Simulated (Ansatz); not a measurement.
# AlH6OPSi: small, medium and large basis sets

How large a basis does AlH6OPSi need? Two functionals are run in growing sets.

Method: one geometry, several basis sets; program: Ansatz 0.2.0, Gaussian basis.

Plan: PBE0-D4/def2-SVP; ωB97M-V/def2-SVP; PBE0-D4/def2-QZVPP; ωB97M-V/def2-QZVPP; the functionals' def2-TZVPP values are taken from earlier runs.

### Step 1. The geometry

The geometry comes from an earlier relaxation with PBE0-D4 in a triple-zeta def2 set; it is a stationary point, not always the lowest conformer.

10 atoms, charge 0, spin multiplicity 1.

Atoms are counted from 1 here; the program's logs count them from 0.

Bond lengths: Al1–O2 1.769 Å, Al1–P3 2.479 Å, Al1–H5 1.579 Å, Al1–H6 1.579 Å, O2–P3 1.633 Å, P3–Si4 2.258 Å, P3–H7 1.422 Å, Si4–H8 1.485 Å, Si4–H9 1.487 Å, Si4–H10 1.483 Å. Angles: O2–Al1–P3 41.1°, O2–Al1–H5 116.9°, O2–Al1–H6 117.0°, P3–Al1–H5 113.5°, P3–Al1–H6 113.0°, H5–Al1–H6 125.2°, Al1–O2–P3 93.5°, Al1–P3–O2 45.4°, Al1–P3–Si4 132.1°, Al1–P3–H7 123.1°, O2–P3–Si4 105.4°, O2–P3–H7 104.8°, Si4–P3–H7 98.1°, P3–Si4–H8 110.8°, P3–Si4–H9 106.9°, P3–Si4–H10 108.1°, H8–Si4–H9 110.5°, H8–Si4–H10 110.2° and more.

### Step 2. PBE0-D4 in def2-SVP

in.yaml

```yaml
crystal:
  periodic: [false, false, false]
  atoms:
    - {symbol: Al, position_ang: [0.098451, 2.364610, -0.214023]}
    - {symbol: O, position_ang: [0.430159, 0.821743, -1.012859]}
    - {symbol: P, position_ang: [0.620908, 0.018993, 0.396419]}
    - {symbol: Si, position_ang: [-0.539170, -1.902627, 0.153059]}
    - {symbol: H, position_ang: [-1.418518, 2.748344, -0.000870]}
    - {symbol: H, position_ang: [1.321772, 3.342187, -0.008116]}
    - {symbol: H, position_ang: [1.931875, -0.527833, 0.327774]}
    - {symbol: H, position_ang: [-0.171718, -2.583009, -1.114941]}
    - {symbol: H, position_ang: [-0.205473, -2.761052, 1.319918]}
    - {symbol: H, position_ang: [-1.985085, -1.572456, 0.156641]}
basis:
  gaussian: {orbitals: def2-SVP}
hamiltonian: {xc: pbe0, dispersion: d4}
output: {orbitals: {seedname: orbitals}}
```

On the command line:

```sh
$ ansatz run in.yaml --threads 2 --pin off --events-out ev --progress --plain --max-ram 4352MiB
```

After this run come: ωB97M-V in def2-SVP; PBE0-D4 in def2-QZVPP; ωB97M-V in def2-QZVPP.

Q: Predict the results of all the runs planned. Wanted: PBE0-D4: double and triple zeta above quadruple; ωB97M-V: double and triple zeta above quadruple.

The runs gave:

```
                                       quantity           value
PBE0-D4: double and triple zeta above quadruple  12.04, 0.91 eV
ωB97M-V: double and triple zeta above quadruple  12.08, 0.86 eV
```

In words: For PBE0-D4 the step from double to triple zeta gains 11.13 eV and the next only 0.91 eV. Total energies overstate the basis error of differences, where much of it tends to cancel.
